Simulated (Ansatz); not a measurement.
CaPd, space group Pm-3m, a cleavage or sliding curve

Computed with Ansatz's Python interface.

Notebook, run cell by cell (the value of a cell's last expression is shown):

In [1]:
```python
import ansatz as az
import numpy as np

vectors0 = np.array([
    [3.505685, 0.0, 0.0],
    [0.0, 3.505685, 0.0],
    [0.0, 0.0, 3.505685],
])
sites = [
    ("Ca", (0.0, 0.0, 0.0)),
    ("Pd", (0.5, 0.5, 0.5)),
]
```

In [2]:
```python
def build(cell):
    crystal = az.Crystal(lattice=az.Lattice.of(cell))
    for symbol, position in sites:
        crystal = crystal.atom(symbol, position)
    return crystal
```

In [3]:
```python
block = build(vectors0).supercell(1, 1, 2).resolved()
cell0 = np.array(block.lattice.vectors)
xyz = np.array([site.position for site in block.sites]) @ cell0
normal = np.cross(cell0[0], cell0[1])
area = np.linalg.norm(normal)
normal *= np.sign(normal @ cell0[2]) / area
# the atoms stay where they are; only the third vector changes
energies = []
for amount in [0, 0.25, 0.5, 1.0, 2.0, 3.0]:
    cell = cell0.copy()
    cell[2] += amount * normal
    moved = az.Crystal(lattice=az.Lattice.of(cell))
    for site, fraction in zip(block.sites, xyz @ np.linalg.inv(cell)):
        moved = moved.atom(site.symbol, fraction)
    job = moved.calculation()
    job = job.functional("LDA")
    job = job.occupations(az.OccupationsMethod.FERMI_DIRAC, width=0.2)
    job = job.mixing("anderson", ndim=12, beta=0.6)
    job = job.scf(max_iterations=80).kpoints(5, 5, 3)
    energies.append(job.run(threads=1).report["free_energy_ev"])
    print(f"gap {amount:4.2f} A: {(energies[-1] - energies[0]) / area * 16.02177:8.4f} J/m^2")
```
```text
DeckWarning: basis.ecutwfc = 420 eV, auto-derived from the records' recommended cutoffs: set by Ca (normal level)
gap 0.00 A:   0.0000 J/m^2
gap 0.25 A:   0.1823 J/m^2
gap 0.50 A:   0.4838 J/m^2
gap 1.00 A:   1.2087 J/m^2
gap 2.00 A:   2.3773 J/m^2
gap 3.00 A:   2.9580 J/m^2
```

The settings weren't tested for convergence. For a metal this k-point mesh is coarse: on a finer one energies can move by several to tens of meV an atom and pressures by half a GPa or more, differences at one mesh by less. The structure comes from a database of computed cells and needn't be a stable or known phase. Gaps and levels are Kohn-Sham values on a finite set of k-points, without spin-orbit coupling. Warnings are shown shortened and without file and line. The atoms are held rigidly, so these energies lie above those of relaxed faces or faults. The whole script took 12 s on 1 thread of Intel(R) Xeon(R) Platinum 8488C (Sapphire Rapids), with other jobs on the host, peak memory 0.41 GiB.
